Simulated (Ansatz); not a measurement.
Geometry optimisation, Ansatz 0.2.0, DFT PBE, scalar-relativistic, plane waves, PAW.

input.yaml

```yaml
accuracy: low
crystal:
  lattice:
    - [0.0, 5.43, 5.43]
    - [5.43, 0.0, 5.43]
    - [5.43, 5.43, 0.0]
  atoms:
    - { symbol: Si, position: [0.0, 0.0, 0.0] }
    - { symbol: Si, position: [0.125, 0.125, 0.125] }
    - { symbol: Si, position: [0.0, 0.0, 0.5] }
    - { symbol: Si, position: [0.125, 0.125, 0.625] }
    - { symbol: Si, position: [0.0, 0.5, 0.0] }
    - { symbol: Si, position: [0.125, 0.625, 0.125] }
    - { symbol: Si, position: [0.0, 0.5, 0.5] }
    - { symbol: Si, position: [0.125, 0.625, 0.625] }
    - { symbol: Si, position: [0.5, 0.0, 0.0] }
    - { symbol: Si, position: [0.625, 0.125, 0.125] }
    - { symbol: Si, position: [0.5, 0.0, 0.5] }
    - { symbol: Si, position: [0.625, 0.125, 0.625] }
    - { symbol: Si, position: [0.5, 0.5, 0.0] }
    - { symbol: Si, position: [0.625, 0.625, 0.125] }
    - { symbol: Si, position: [0.5, 0.5, 0.5] }
    - { symbol: Si, position: [0.625, 0.625, 0.625] }
    - { symbol: O, position: [0.375441, 0.8840067, 0.3793966], spin: 1.0 }
magnetization:
  spin_polarized: true
basis:
  ecutwfc: 420.0
kpoints:
  mp_grid: { grid: [2, 2, 2] }
hamiltonian:
  xc: pbe
  pseudopotentials: { kind: paw, azcp: { folder: soft_1 } }
scf:
  occupations: { method: fermi_dirac, width: 0.02 }
  lower_state_search: "off"
relax:
  f_tol: 0.08
  max_steps: 25
  adjacent_minimum: "off"
output:
  write_density: true
  write_potential: true
  elf: true
  volumetric_format: npy
```

Launched with:

```bash
$ ansatz run input.yaml --threads 1 --pin off --max-ram 3072MiB --backend cpu --events-out ev --progress --plain --runs-dir out
```

Q: Where does it end, and by what steps?

A: The run converged. Limits of this set-up: coarse k mesh, low accuracy level. After 13 steps the energy has fallen by 3.478 eV; O17 moved furthest, 1.29 Å. Parted: Si4–Si11 (2.35 → 2.94 Å). Joined: Si4–O17 (2.64 → 1.66 Å).

```json
{"step": "0", "energy less start (eV)": "0.0000", "largest force component (eV/Å)": "0.481", "accepted": "yes"}
{"step": "1", "energy less start (eV)": "-0.0798", "largest force component (eV/Å)": "0.413", "accepted": "yes"}
{"step": "2", "energy less start (eV)": "-0.5664", "largest force component (eV/Å)": "1.053", "accepted": "yes"}
{"step": "3", "energy less start (eV)": "-0.9078", "largest force component (eV/Å)": "0.808", "accepted": "yes"}
{"step": "4", "energy less start (eV)": "-1.0959", "largest force component (eV/Å)": "0.470", "accepted": "yes"}
{"step": "5", "energy less start (eV)": "-1.2349", "largest force component (eV/Å)": "0.373", "accepted": "yes"}
{"step": "6", "energy less start (eV)": "-1.4143", "largest force component (eV/Å)": "0.943", "accepted": "yes"}
{"step": "7", "energy less start (eV)": "-1.6517", "largest force component (eV/Å)": "0.975", "accepted": "yes"}
{"step": "8", "energy less start (eV)": "-1.8104", "largest force component (eV/Å)": "1.585", "accepted": "yes"}
{"step": "9", "energy less start (eV)": "-2.2031", "largest force component (eV/Å)": "1.305", "accepted": "yes"}
{"step": "10", "energy less start (eV)": "-2.9229", "largest force component (eV/Å)": "1.437", "accepted": "yes"}
{"step": "11", "energy less start (eV)": "-3.3597", "largest force component (eV/Å)": "1.287", "accepted": "yes"}
{"step": "12", "energy less start (eV)": "-3.4705", "largest force component (eV/Å)": "0.149", "accepted": "yes"}
{"step": "13", "energy less start (eV)": "-3.4778", "largest force component (eV/Å)": "0.049", "accepted": "yes"}
```

```xyz
17
Lattice="0.0000 5.4300 5.4300 5.4300 0.0000 5.4300 5.4300 5.4300 0.0000" Properties=species:S:1:pos:R:3
Si -0.269 0.148 0.133
Si 1.330 1.409 1.309
Si 2.756 2.458 -0.285
Si 4.044 3.802 1.121
Si 2.665 0.035 2.672
Si 3.934 1.461 4.041
Si 5.379 2.757 2.698
Si 6.824 4.033 4.033
Si -0.010 2.760 2.700
Si 1.073 4.183 4.270
Si 2.374 5.491 2.855
Si 4.172 6.559 3.851
Si 2.607 2.825 5.429
Si 4.043 4.101 6.778
Si 5.473 5.374 5.418
Si 6.715 6.864 6.772
O 8.051 4.139 7.343
```

Whether the end is a true minimum wasn't checked by a vibrational analysis.

The run took 5.2 min on 1 thread of Arm Neoverse V1, on a shared host, peak memory 0.65 GiB.
